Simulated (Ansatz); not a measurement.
**Ge₂HF+ (doublet): wave-function methods side by side, cc-pVDZ**

The task here is to estimate one member of a computed series from the others.

Program: Ansatz 0.2.0, Gaussian basis. Level of theory: cc-pVDZ, core rule «outside noble gas», up to 29 orbitals frozen. These are calculated values, not measurements.

To be run: UHF; CCSD(T) on ROHF; CCSD(T) on UHF; BCCD(T) on ROHF; CISD as a restricted active space (open shells left free, so some higher excitations enter); CCSDT(Q) on ROHF; CCSDT(Q) on UHF.

4 further runs of the same task are left out: 4 set aside as unsound or not needed. Runs told in other sessions of the task aren't counted.

## The geometry

The geometry is a PBE0/def2-TZVP stationary point (not a proven minimum) of the parent state, kept for this charge and spin. No spin-orbit coupling is included. The filled d shell of Ge may be among the frozen orbitals whatever the setting's name suggests.

4 atoms, charge 1, spin multiplicity 2.

Atoms are counted from 1 here; the program's logs count them from 0.

Bond lengths: F1–Ge2 2.007 Å, F1–Ge3 2.007 Å, Ge2–Ge3 2.395 Å, Ge2–H4 1.802 Å, Ge3–H4 1.802 Å. Angles: Ge2–F1–Ge3 73.3°, F1–Ge2–Ge3 53.4°, F1–Ge2–H4 76.5°, Ge3–Ge2–H4 48.4°, F1–Ge3–Ge2 53.4°, F1–Ge3–H4 76.5°, Ge2–Ge3–H4 48.4°, Ge2–H4–Ge3 83.3°.

The first run:

The input, in.yaml:

```yaml
crystal:
  periodic: [false, false, false]
  atoms:
    - {symbol: F, position_ang: [-0.045817, -1.427113, -0.000001]}
    - {symbol: Ge, position_ang: [0.014783, 0.182489, -1.197682]}
    - {symbol: Ge, position_ang: [0.014783, 0.182488, 1.197682]}
    - {symbol: H, position_ang: [-1.267168, 0.596209, 0.000000]}
basis:
  gaussian: {orbitals: cc-pVDZ}
total_charge: 1
magnetization: {spin_polarized: true, initial_magnetization: 1}
hamiltonian: {xc: hf}
output: {orbitals: {seedname: orbitals}}
```

Command:

```bash
$ ansatz run in.yaml --threads 1 --pin off --events-out ev --progress --plain --max-ram 4096MiB --backend cpu
```

Among the steps run: UHF; CCSD(T) on ROHF; CCSD(T) on UHF; BCCD(T) on ROHF; CISD as a restricted active space (open shells left free, so some higher excitations enter); CCSDT(Q) on ROHF; CCSDT(Q) on UHF.

One of the session's tables, all rows but one given; the rest of the session is left out.

```
   method  from UCCSDT(Q) (kJ/mol)
     ROHF                   +980.3
      UHF                   +963.4
     RMP2                   +107.4
     UMP2                   +111.5
    RCCSD                    +36.1
    UCCSD                    +35.4
 RCCSD(T)                     +6.7
 UCCSD(T)                        ?
  BCCD(T)                     +6.1
   RCCSDT                     +3.0
   UCCSDT                     +2.7
RCCSDT(Q)                     +0.9
UCCSDT(Q)                        0
```

**Question.** Estimate the row for UCCSD(T).

The run gave: from UCCSDT(Q) (kJ/mol): +6.6. In the column «from UCCSDT(Q) (kJ/mol)» it lies between BCCD(T) (+6.1) and RCCSD(T) (+6.7).

Not comparable, so not listed: CISD as a restricted active space (open shells left free, so some higher excitations enter) (they don't share determinant, frozen orbitals or solution with the rows shown, or repeat one).

To keep in mind: Restricted and unrestricted rows rest on different reference determinants; a gap between their highest levels can come from leftover correlation error, from unlike frozen cores or from another state.
